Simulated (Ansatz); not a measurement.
**C₂H₆GeS: a ladder of functionals and wavefunction methods**

The task here is to estimate one member of a computed series from the others.

The runs use Ansatz 0.2.0, Gaussian basis; functionals in def2-TZVPP, the program's frozen cores in correlated methods.

The runs, in order: PBE-D4, r2SCAN-D4, PBE0-D4, B3LYP-D4, ωB97X-V, ωB97M-V, B2PLYP; CCSD(T)/def2-TZVPP; MP2/def2-QZVPP; extrapolation to the limit.

**The geometry**

An earlier PBE0-D4 in a triple-zeta def2 set relaxation fixed the geometry.

SMILES `C[CH]1[S][GeH2]1`, 10 atoms, charge 0, spin multiplicity 1.

Atoms are counted from 1 here; the program's logs count them from 0.

Bond lengths: C1–C2 1.504 Å, C1–H5 1.094 Å, C1–H6 1.094 Å, C1–H7 1.092 Å, C2–S3 1.855 Å, C2–Ge4 1.934 Å, C2–H8 1.087 Å, S3–Ge4 2.192 Å, Ge4–H9 1.528 Å, Ge4–H10 1.528 Å. Angles: C2–C1–H5 110.7°, C2–C1–H6 110.6°, C2–C1–H7 111.4°, H5–C1–H6 108.0°, H5–C1–H7 107.6°, H6–C1–H7 108.4°, C1–C2–S3 116.4°, C1–C2–Ge4 122.0°, C1–C2–H8 114.3°, S3–C2–Ge4 70.7°, S3–C2–H8 111.0°, Ge4–C2–H8 114.8°, C2–S3–Ge4 56.3°, C2–Ge4–S3 53.0°, C2–Ge4–H9 121.1°, C2–Ge4–H10 118.6°, S3–Ge4–H9 116.9°, S3–Ge4–H10 116.2° and more.

Geometry (Å):

```
atom    x (Å)    y (Å)    z (Å)
  C1  -0.7528   0.2938  -1.1412
  C2  -0.3840  -0.4671   0.1027
  S3   1.0404  -1.6465  -0.0426
 Ge4   1.0463   0.1096   1.2695
  H5  -1.1811  -0.3764  -1.8926
  H6  -1.4943   1.0654  -0.9146
  H7   0.1193   0.7751  -1.5881
  H8  -1.2260  -0.9326   0.6095
  H9   0.9914  -0.1519   2.7737
 H10   1.9240   1.2796   0.8266
```

The first run:

in.yaml

```yaml
crystal:
  periodic: [false, false, false]
  atoms:
    - {symbol: C, position_ang: [-0.752796, 0.293775, -1.141190]}
    - {symbol: C, position_ang: [-0.383954, -0.467085, 0.102739]}
    - {symbol: S, position_ang: [1.040425, -1.646508, -0.042601]}
    - {symbol: Ge, position_ang: [1.046304, 0.109650, 1.269539]}
    - {symbol: H, position_ang: [-1.181058, -0.376406, -1.892633]}
    - {symbol: H, position_ang: [-1.494339, 1.065401, -0.914574]}
    - {symbol: H, position_ang: [0.119343, 0.775110, -1.588136]}
    - {symbol: H, position_ang: [-1.226040, -0.932605, 0.609485]}
    - {symbol: H, position_ang: [0.991424, -0.151895, 2.773723]}
    - {symbol: H, position_ang: [1.923992, 1.279563, 0.826648]}
basis:
  gaussian: {orbitals: def2-TZVPP}
hamiltonian: {xc: pbe, dispersion: d4}
output: {forces: true, orbitals: {seedname: orbitals}}
```

Started as:

```
ansatz run in.yaml --threads 4 --pin off --events-out ev --progress --plain --max-ram 10444MiB
```

Steps of the session up to this table: PBE-D4 (GGA); r2SCAN-D4 (meta-GGA); PBE0-D4 (hybrid); B3LYP-D4 (hybrid); ωB97X-V (range-separated); ωB97M-V (range-separated); B2PLYP (double hybrid); CCSD(T) in def2-TZVPP; MP2 in def2-QZVPP.

One of the session's tables, all rows but one given; the rest of the session is left out.

| method | atomisation energy (eV) |
| --- | --- |
| PBE-D4 | 36.134 |
| r2SCAN-D4 | 35.711 |
| PBE0-D4 | 35.678 |
| B3LYP-D4 | 35.318 |
| ωB97X-V | 35.680 |
| ωB97M-V | 35.526 |
| B2PLYP | 35.013 |
| HF/def2-TZVPP | ? |
| MP2/def2-TZVPP | 35.127 |
| CCSD/def2-TZVPP | 34.178 |
| CCSD(T)/def2-TZVPP | 34.767 |
| MP2/CBS | 35.992 |
| CCSD(T)/CBS | 35.631 |

Q: Estimate the row for HF/def2-TZVPP from the others.

The run gave: atomisation energy (eV): 25.620. In the column «atomisation energy (eV)» it is the lowest.

Caveats from the session: Free atoms (2 C, 1 S, 1 Ge, 6 H) were run apart at each level; the atomisation energy is their sum less the molecule, without zero-point or spin-orbit terms.
